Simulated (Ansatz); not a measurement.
# Br (sc type): a single-point run

Wanted: a converged single-point run for Br (sc type), and a check of what comes out.

Computed with Ansatz 0.2.0 (DFT, LDA, PAW with other files of Ansatz's library (level accurate), scalar-relativistic, unless a step's input says otherwise).

1 further run of the same task is left out (it didn't finish). Runs told in other sessions of the task aren't counted.

## (1) The structure to begin with

It takes space group Pm-3m (No. 221, cubic). The conventional cell has a = 2.253 Å, b = 2.253 Å, c = 2.253 Å, α = 90.00°, β = 90.00°, γ = 90.00°. Around Br (site symmetry m-3m) lie 6 Br at 2.25 Å.

As a file:

```xyz
1
Lattice="2.2535 0.0000 0.0000 0.0000 2.2535 0.0000 0.0000 0.0000 2.2535" Properties=species:S:1:pos:R:3 pbc="T T T"
Br    0.0000    0.0000    0.0000
```

## (2) Input and run

Contents of input.yaml:

```yaml
crystal:
  lattice:
    - [2.2534725681, 0.0, 0.0]
    - [0.0, 2.2534725681, 0.0]
    - [0.0, 0.0, 2.2534725681]
  atoms:
    - { symbol: Br, position: [0.0, 0.0, 0.0] }
kpoints:
  mp_grid: { grid: [12, 12, 12] }
scf:
  occupations: { method: fermi_dirac, width: 0.3 }
  n_extra_bands: 0
  max_iter: 80
hamiltonian:
  xc: lda
  pseudopotentials: { kind: paw, level: accurate }
output:
  forces: true
  stress: true
  eigenvalues: true
```

The run is started by

```sh
> ansatz run input.yaml --threads 1 --pin off --max-ram 2048MiB --backend cpu --events-out ev --progress --plain --runs-dir out
```

What happens when this is run?

The program refused the input before any cycle. It says: «inconsistent input (scf.n_extra_bands, scf.occupations.method): n_bands = 9 leaves no empty band above the 9 bands per channel that the deck's 17 electrons occupy ...»

Look at the input: scf.occupations.width is 0.3; scf.n_extra_bands is 0. The band count leaves no room above the highest filled state.

Remedy: delete scf.n_extra_bands (the default then holds) and set scf.occupations.width to 0.1.
